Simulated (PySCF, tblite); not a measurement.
# C₅H₇F₃O: a rotation path, then NMR shifts on frames

Aim: move C₅H₇F₃O (`C/C(=C\F)COC(F)F`) away from its starting geometry and see how NMR shifts follow the geometry.

Computed with tblite 0.8.0 and PySCF 2.14.0, with density-fitted response routines of our own, on a single molecule in the gas phase. Atoms are numbered from 0 throughout.

### 1 The starting structure

16 atoms, charge 0, multiplicity 1; geometry from: GFN2-xTB.

Bonds of the start (Å): C0–C1 1.50, C1–C2 1.32, C2–F3 1.35, C1–C4 1.50, C4–O5 1.44, O5–C6 1.33, C6–F7 1.36, C6–F8 1.36, C0–H9 1.09, C0–H10 1.09, C0–H11 1.09, C2–H12 1.08, C4–H13 1.10, C4–H14 1.10, C6–H15 1.10.

### 2 A band between two rotamers with GFN2-xTB

Job settings and geometry (Å):

```
{"job": {"kind": "neb", "xc": "GFN2-xTB", "basis": "xTB", "atoms": [0, 1, 4, 5], "turn": 120}, "charge": 0, "multiplicity": 1}
C     -2.006867    -1.033186    -0.374423
C     -1.030040     0.012151     0.067990
C     -1.384877     1.151965     0.638053
F     -2.674281     1.460659     0.867041
C      0.412117    -0.317950    -0.180677
O      1.264935     0.743463     0.278419
C      2.567555     0.534977     0.099150
F      3.014185    -0.587625     0.724820
F      2.897280     0.342722    -1.206802
H     -1.813855    -1.972420     0.141670
H     -3.022423    -0.714918    -0.159806
H     -1.909889    -1.212238    -1.444194
H     -0.710416     1.924121     0.968845
H      0.675069    -1.245462     0.345649
H      0.575654    -0.472760    -1.255749
H      3.138255     1.395444     0.478605
```

Level: GFN2-xTB climbing-image nudged elastic band, gas phase.

Command:

```bash
$ OMP_NUM_THREADS=1 python probes_run.py task.json out
```

One launch serves the whole session: the jobs run in the order shown.

Standard output:

```text
image   E - E0 / eV
  0       0.0000
  1       0.0073
  2       0.0203
  3       0.0337
  4       0.0397
  5       0.0349
  6       0.0228
  7       0.0119
  8       0.0079
```

Wall time 2.6 s (1 thread of Arm Neoverse V1, shared host).

The final band, with the dihedral C0–C1–C4–O5:

| image | dihedral (°) | energy (eV) | energy (kcal/mol) |
| --- | --- | --- | --- |
| 0 | -180 | 0.000 | 0.0 |
| 1 | -164 | 0.007 | 0.2 |
| 2 | -150 | 0.020 | 0.5 |
| 3 | -135 | 0.034 | 0.8 |
| 4 | -119 | 0.040 | 0.9 |
| 5 | -104 | 0.035 | 0.8 |
| 6 | -90 | 0.023 | 0.5 |
| 7 | -75 | 0.012 | 0.3 |
| 8 | -61 | 0.008 | 0.2 |

### 3 NMR shieldings: image 0, PBE0/pcSseg-1

Job settings and geometry (Å):

```
{"job": {"kind": "nmr", "xc": "PBE0", "basis": "pcSseg-1", "pop": false}, "charge": 0, "multiplicity": 1}
C     -2.006900    -1.033200    -0.374400
C     -1.030000     0.012200     0.068000
C     -1.384900     1.152000     0.638100
F     -2.674300     1.460700     0.867000
C      0.412100    -0.318000    -0.180700
O      1.264900     0.743500     0.278400
C      2.567600     0.535000     0.099200
F      3.014200    -0.587600     0.724800
F      2.897300     0.342700    -1.206800
H     -1.813900    -1.972400     0.141700
H     -3.022400    -0.714900    -0.159800
H     -1.909900    -1.212200    -1.444200
H     -0.710400     1.924100     0.968800
H      0.675100    -1.245500     0.345600
H      0.575700    -0.472800    -1.255700
H      3.138300     1.395400     0.478600
```

Method: GIAO PBE0/pcSseg-1 NMR shielding, non-relativistic, gas phase.

Standard output:

```text
coarse grid: 14120 points
cycle   1  E = -568.6041818088  dE =  1.332e+00  |g| = 9.168e-01  |ddm| = 3.486e+00
cycle   2  E = -568.5010655758  dE =  1.031e-01  |g| = 1.250e+00  |ddm| = 1.152e+00
cycle   3  E = -568.7437085878  dE = -2.426e-01  |g| = 5.447e-02  |ddm| = 6.681e-01
cycle   4  E = -568.7441390090  dE = -4.304e-04  |g| = 2.653e-02  |ddm| = 5.624e-02
cycle   5  E = -568.7442844286  dE = -1.454e-04  |g| = 8.195e-03  |ddm| = 2.594e-02
cycle   6  E = -568.7442948412  dE = -1.041e-05  |g| = 2.751e-03  |ddm| = 5.672e-03
cycle   7  E = -568.7442961653  dE = -1.324e-06  |g| = 4.359e-04  |ddm| = 2.112e-03
final grid: 139664 points
cycle   8  E = -568.8290266491  dE = -5.198e-05  |g| = 1.147e-02  |ddm| = 2.635e-02
cycle   9  E = -568.8290053748  dE =  2.127e-05  |g| = 1.604e-02  |ddm| = 1.687e-02
cycle  10  E = -568.8290514249  dE = -4.605e-05  |g| = 1.714e-03  |ddm| = 1.031e-02
cycle  11  E = -568.8290520262  dE = -6.013e-07  |g| = 3.773e-04  |ddm| = 1.644e-03
cycle  12  E = -568.8290520503  dE = -2.416e-08  |g| = 1.637e-04  |ddm| = 3.617e-04
cycle  13  E = -568.8290520561  dE = -5.821e-09  |g| = 3.022e-05  |ddm| = 1.443e-04
cycle  14  E = -568.8290520563  dE = -1.617e-10  |g| = 1.276e-05  |ddm| = 2.725e-05
converged SCF energy = -568.8290520563

GIAO shielding tensors (ppm)
atom      isotropic    diamagn.    paramagn.     s11        s22        s33       span
  0 C      175.186     243.980     -68.795    158.510    179.752    187.294     28.784
  1 C       67.717     262.820    -195.103    -34.241     85.429    151.963    186.203
  2 C       32.818     250.405    -217.587    -53.810     72.123     80.140    133.950
  3 F      313.486     471.099    -157.613    208.886    293.956    437.617    228.731
  4 C      121.998     248.392    -126.395     99.290    108.963    157.740     58.450
  5 O      234.445     398.812    -164.367    180.411    238.951    283.973    103.562
  6 C       64.004     232.736    -168.732     43.762     73.210     75.039     31.277
  7 F      276.887     473.144    -196.257    162.418    307.688    360.555    198.137
  8 F      276.813     473.142    -196.329    162.330    307.572    360.537    198.208
  9 H       30.387      28.390       1.997     25.831     28.297     37.034     11.204
 10 H       28.880      28.411       0.469     23.687     28.637     34.315     10.628
 11 H       30.387      28.386       2.001     25.828     28.303     37.030     11.201
 12 H       24.553      31.539      -6.986     20.341     23.736     29.581      9.240
 13 H       27.045      31.975      -4.930     21.586     28.900     30.648      9.062
 14 H       27.046      31.968      -4.922     21.590     28.900     30.648      9.058
 15 H       25.151      25.355      -0.204     21.922     22.953     30.578      8.657
```

Wall time 23 s (1 thread of Arm Neoverse V1, shared host); peak memory 0.83 GiB.

Shifts follow as δ = σ(reference) − σ, with reference shieldings (ppm) from runs at the same level and on the same kind of geometry: ¹H TMS 31.72, ¹³C TMS 186.9, ¹⁹F CFCl3 170.9, ¹⁷O H2O 336.1. The references are single molecules in the gas phase, so shifts against H2O, NH3, PH3, H3PO4 or CFCl3 are not on the usual liquid scales and can be off by tens of ppm. Each atom is listed at this fixed geometry, with no averaging over motion; a spectrum would average atoms that exchange fast.

| atoms | environment | σ (ppm) | δ (ppm) |
| --- | --- | --- | --- |
| C2 | alkene CH | 32.8 | 154.1 |
| C6 | sp3 CH bonded to 2 F and O | 64.0 | 122.9 |
| C1 | fully substituted alkene carbon | 67.7 | 119.2 |
| C4 | allylic sp3 CH2 bonded to O | 122.0 | 64.9 |
| C0 | allylic methyl carbon | 175.2 | 11.7 |
| H12 | hydrogen on an alkene CH | 24.55 | 7.16 |
| H15 | hydrogen on an sp3 CH bonded to 2 F and O | 25.15 | 6.57 |
| H13 | hydrogen on an allylic sp3 CH2 bonded to O | 27.04 | 4.67 |
| H14 | hydrogen on an allylic sp3 CH2 bonded to O | 27.05 | 4.67 |
| H10 | hydrogen on an allylic methyl carbon | 28.88 | 2.84 |
| H11 | hydrogen on an allylic methyl carbon | 30.39 | 1.33 |
| H9 | hydrogen on an allylic methyl carbon | 30.39 | 1.33 |
| F8 | fluorine of a CF2 group | 276.8 | -105.9 |
| F7 | fluorine of a CF2 group | 276.9 | -105.9 |
| F3 | vinylic fluorine | 313.5 | -142.5 |
| O5 | ether oxygen | 234.4 | 101.6 |

### 4 NMR shieldings: image 2, PBE0/pcSseg-1

Job settings and geometry (Å):

```
{"job": {"kind": "nmr", "xc": "PBE0", "basis": "pcSseg-1", "pop": false}, "charge": 0, "multiplicity": 1}
C     -1.967600    -1.113700    -0.165100
C     -1.035600     0.045000     0.008500
C     -1.428000     1.241700     0.416300
F     -2.707500     1.496200     0.743400
C      0.401700    -0.211700    -0.348300
O      1.269700     0.603300     0.461500
C      2.570600     0.421300     0.246100
F      2.973500    -0.858500     0.475600
F      2.929100     0.655600    -1.045700
H     -1.655100    -1.950500     0.457600
H     -2.981100    -0.831500     0.104200
H     -1.956700    -1.443400    -1.203500
H     -0.796400     2.107700     0.532100
H      0.643000    -1.268200    -0.183800
H      0.578000     0.026200    -1.406200
H      3.154700     1.089500     0.895900
```

With the program's defaults for keys left out, this is: GIAO PBE0/pcSseg-1 NMR shielding, non-relativistic, gas phase.

Standard output:

```text
coarse grid: 14120 points
cycle   1  E = -568.6005755096  dE =  1.325e+00  |g| = 9.201e-01  |ddm| = 3.486e+00
cycle   2  E = -568.4943210668  dE =  1.063e-01  |g| = 1.259e+00  |ddm| = 1.151e+00
cycle   3  E = -568.7412612343  dE = -2.469e-01  |g| = 5.494e-02  |ddm| = 6.684e-01
cycle   4  E = -568.7416972690  dE = -4.360e-04  |g| = 2.767e-02  |ddm| = 5.910e-02
cycle   5  E = -568.7418582114  dE = -1.609e-04  |g| = 8.969e-03  |ddm| = 2.706e-02
cycle   6  E = -568.7418723428  dE = -1.413e-05  |g| = 3.449e-03  |ddm| = 7.744e-03
cycle   7  E = -568.7418750855  dE = -2.743e-06  |g| = 6.235e-04  |ddm| = 3.026e-03
final grid: 139664 points
cycle   8  E = -568.8269155595  dE = -5.543e-05  |g| = 1.142e-02  |ddm| = 2.999e-02
cycle   9  E = -568.8268945166  dE =  2.104e-05  |g| = 1.600e-02  |ddm| = 1.743e-02
cycle  10  E = -568.8269401660  dE = -4.565e-05  |g| = 1.682e-03  |ddm| = 1.050e-02
cycle  11  E = -568.8269407362  dE = -5.702e-07  |g| = 3.892e-04  |ddm| = 1.626e-03
cycle  12  E = -568.8269407618  dE = -2.560e-08  |g| = 1.720e-04  |ddm| = 3.772e-04
cycle  13  E = -568.8269407683  dE = -6.500e-09  |g| = 3.211e-05  |ddm| = 1.530e-04
cycle  14  E = -568.8269407685  dE = -1.826e-10  |g| = 1.327e-05  |ddm| = 2.833e-05
converged SCF energy = -568.8269407685

GIAO shielding tensors (ppm)
atom      isotropic    diamagn.    paramagn.     s11        s22        s33       span
  0 C      172.888     243.967     -71.080    157.392    176.355    184.916     27.524
  1 C       66.674     262.488    -195.814    -35.020     82.401    152.642    187.661
  2 C       29.082     250.435    -221.353    -63.670     71.275     79.641    143.311
  3 F      306.088     471.032    -164.944    205.793    282.902    429.570    223.776
  4 C      122.584     248.410    -125.826     98.715    111.056    157.980     59.265
  5 O      228.330     398.591    -170.261    178.204    217.484    289.303    111.098
  6 C       64.039     233.215    -169.176     43.290     73.408     75.420     32.130
  7 F      277.784     473.276    -195.492    161.683    309.433    362.235    200.552
  8 F      277.348     473.337    -195.989    163.096    308.309    360.640    197.545
  9 H       30.256      28.657       1.600     25.743     28.423     36.604     10.861
 10 H       28.939      28.406       0.534     23.783     28.660     34.375     10.592
 11 H       30.318      28.166       2.152     25.828     28.161     36.966     11.139
 12 H       24.487      31.382      -6.895     20.711     23.406     29.345      8.633
 13 H       27.341      32.468      -5.128     21.414     28.614     31.994     10.580
 14 H       26.763      31.588      -4.825     21.807     28.584     29.896      8.089
 15 H       25.185      25.392      -0.208     22.007     22.912     30.635      8.628
```

Wall time 23 s (1 thread of Arm Neoverse V1, shared host); peak memory 0.83 GiB.

Key values: δ C2 157.8, C6 122.9, C1 120.3, C4 64.3, H12 7.23, H15 6.53 ppm.

(Part 1 of 2 ends here.)
